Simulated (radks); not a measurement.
# The Coulomb parameter U of the 4d shell of Tc

Aim: U as the second difference [E(n + 0.25) + E(n − 0.25) − 2E(n)]/0.25², with all orbitals relaxed. Bare: the atom's charge changes with n. Screened: the 5p shell takes up the change. The start is a model configuration, not necessarily the ground state.

Method: scalar-relativistic Kohn-Sham, BLYP, spin-unpolarised, spherical densities, point nucleus. Code: radks (a radial shooting solver on a logarithmic mesh, Libxc functionals) version 1.

**1. Starting point**

| Property | Result |
| --- | --- |
| element | technetium (Z = 43) |
| charge | 0 |
| electrons | 43 |
| configuration | [Kr] 4d3 5s2 5p2 |

Outer shells as boxes (Hund's rule):

Tc
```
[Kr] core
4d [↑ ][↑ ][↑ ][  ][  ]
5s [↑↓]
5p [↑ ][↑ ][  ]
```

**2. Start: [Kr] 4d3 5s2 5p2**

Settings of this run:

```text
Z 43
configuration [Kr] 4d3 5s2 5p2
relativity scalar-relativistic
functional b88,lyp
spin unpolarised
nucleus point
c 137.035999084
```

**3. Bare +0.25: [Kr] 4d3.25 5s2 5p2**

Settings of this run:

```text
Z 43
configuration [Kr] 4d3.25 5s2 5p2
relativity scalar-relativistic
functional b88,lyp
spin unpolarised
nucleus point
c 137.035999084
```

**4. Bare -0.25: [Kr] 4d2.75 5s2 5p2**

Settings of this run:

```text
Z 43
configuration [Kr] 4d2.75 5s2 5p2
relativity scalar-relativistic
functional b88,lyp
spin unpolarised
nucleus point
c 137.035999084
```

**5. Screened +0.25: [Kr] 4d3.25 5s2 5p1.75**

Settings of this run:

```text
Z 43
configuration [Kr] 4d3.25 5s2 5p1.75
relativity scalar-relativistic
functional b88,lyp
spin unpolarised
nucleus point
c 137.035999084
```

**6. Screened -0.25: [Kr] 4d2.75 5s2 5p2.25**

Settings of this run:

```text
Z 43
configuration [Kr] 4d2.75 5s2 5p2.25
relativity scalar-relativistic
functional b88,lyp
spin unpolarised
nucleus point
c 137.035999084
```

Before running it: what results should come out?

**Answer**, as computed:

```csv
quantity,value (eV)
"U, bare",9.934
"U, screened by 5p",2.968
"F0(4d,4d), frozen orbitals",16.070
```

In words: Relaxing the orbitals brings U down to 62 % of the Slater integral F0. Letting 5p compensate leaves 30 % of the bare value; this second difference measures U(4d,4d) + U(5p,5p) − 2U(4d,5p). The step up makes a negative ion, whose loosely bound charge lowers the bare value. A solid screens further than the bare atom, so the bare value is an upper guide for the U of a crystal.
